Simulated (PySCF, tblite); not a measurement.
# C6H9ClO: infrared bands and NMR shifts

Wanted: the infrared bands and NMR shifts of C6H9ClO (`C=C1C[C@@H](Cl)[C@H]1OC`), by calculation.

Programs: tblite 0.8.0 and PySCF 2.14.0, with density-fitted response routines of our own. Each step states its level of theory. These are calculated values for one molecule in the gas phase, unless marked as measured. Atoms count from 0, in the outputs and in this text.

## (1) The starting structure

17 atoms, charge 0, multiplicity 1; geometry from: GFN2-xTB.

Bonds of the start (Å): C0–C1 1.31, C1–C2 1.51, C2–C3 1.54, C3–Cl4 1.77, C3–C5 1.56, C5–O6 1.39, O6–C7 1.41, C5–C1 1.51, C0–H8 1.08, C0–H9 1.08, C2–H10 1.09, C2–H11 1.09, C3–H12 1.09, C5–H13 1.10, C7–H14 1.09, C7–H15 1.09, C7–H16 1.10.

## (2) Vibrational analysis with GFN2-xTB

What the job is given:

```
{"job": {"kind": "ir", "xc": "GFN2-xTB", "basis": "xTB"}, "charge": 0, "multiplicity": 1}
C     -1.408788     1.072463     1.704345
C     -1.074171     0.509624     0.564144
C     -1.617615     0.560053    -0.840706
C     -0.391480    -0.233356    -1.319697
Cl     0.718259     0.721392    -2.317330
C      0.072493    -0.392013     0.162793
O      1.332547     0.075734     0.523783
C      2.381695    -0.816793     0.230501
H     -2.267228     1.717708     1.784924
H     -0.826486     0.914632     2.595121
H     -1.705206     1.561018    -1.259917
H     -2.562103     0.033849    -0.978132
H     -0.592117    -1.160163    -1.856349
H     -0.065507    -1.432445     0.504697
H      3.292639    -0.343191     0.589922
H      2.468802    -1.002051    -0.844818
H      2.237266    -1.774430     0.746811
```

**Question.** This job is followed by: GIAO PBE0/pcSseg-1 NMR shielding, non-relativistic, gas phase. Predict these results of the whole session: strongest single infrared mode (GFN2-xTB); zero-point energy (GFN2-xTB); 13C shifts against TMS (PBE0/pcSseg-1); 1H shifts against TMS (PBE0/pcSseg-1, means over atoms taken as alike); 35Cl shifts against HCl (PBE0/pcSseg-1); 17O shifts against H2O (PBE0/pcSseg-1).

**Answer**, as computed:

| quantity | value |
| --- | --- |
| strongest single infrared mode (GFN2-xTB) | 1126 cm⁻¹, 79 km/mol |
| zero-point energy (GFN2-xTB) | 84.5 kcal/mol |
| 13C shifts against TMS (PBE0/pcSseg-1) | 155.3, 120.3, 82.3, 60.3, 59.2, 40.8 ppm |
| 1H shifts against TMS (PBE0/pcSseg-1, means over atoms taken as alike) | 5.76, 5.54, 4.33, 4.18, 3.54, 3.17, 2.79 ppm |
| 35Cl shifts against HCl (PBE0/pcSseg-1) | 113 ppm |
| 17O shifts against H2O (PBE0/pcSseg-1) | 45.9 ppm |

What this shows: All 45 modes are real, so the xTB geometry is a minimum. The strongest single mode, at 1126 cm⁻¹, has its largest shares on O6, C7 and C5 (the list is cut at 3 atoms). Unscaled tight-binding wavenumbers are off by several per cent, some by more. Its intensities can rank the bands wrongly. C1 (fully substituted alkene carbon) lies farthest downfield among carbon, at 155.3 ppm; an sp2 carbon of a C=C bond. At PBE0/pcSseg-1: The largest span, 414 ppm, is at Cl4, where the paramagnetic term is -310 ppm.
